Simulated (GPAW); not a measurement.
GaGe:

```
Ge Ga
1.0
     0.00000    2.89784    2.89784
     2.89784    0.00000    2.89784
     2.89784    2.89784    0.00000
Ge Ga
1 1
Direct
  0.00000 0.00000 0.00000
  0.25000 0.25000 0.25000
```

The cell comes from a database or a generator and needn't be the stable form of this composition.

| Item | Value |
| --- | --- |
| Program | GPAW 26.7.0 |
| Task | relaxation of cell and atoms |
| Functional | PBEsol |
| Dispersion | D3(BJ) |
| Potentials or basis | PAW data sets generated in the run's folder for this functional |
| Cutoff | 600 eV |
| Basis | pw |
| k mesh | 8 × 8 × 8 |
| Occupations | fermi-dirac, width 0.05 eV |
| Spin | no spin polarisation |

At the start: pressure -3.3 GPa; volume 24.33 Å³/atom.

Where does the relaxation end?

Over 4 steps the energy falls by 16.0 meV/atom and the volume is 22.86 Å³/atom (-6.1 %); space group F-43m (No. 216, to 0.05 Å).

The path:
| step | energy change (eV) | largest force (eV/Å) | pressure (GPa) | volume (Å³) |
| --- | --- | --- | --- | --- |
| 1 | 0.0000 | 0.0000 | -3.29 | 48.67 |
| 2 | -0.0098 | 0.0000 | -2.80 | 48.15 |
| 3 | -0.0318 | 0.0000 | 0.30 | 45.48 |
| 4 | -0.0320 | 0.0000 | -0.02 | 45.72 |

Final structure:
```xyz
2
Lattice="0.0000 2.8380 2.8380 2.8380 0.0000 2.8380 2.8380 2.8380 0.0000" Properties=species:S:1:pos:R:3 pbc="T T T"
Ge    0.0000    0.0000    0.0000
Ga    1.4190    1.4190    1.4190
```

Caveat: later steps reuse the first step's grids; pairwise dispersion overbinds metals, which lowers pressure and volume.
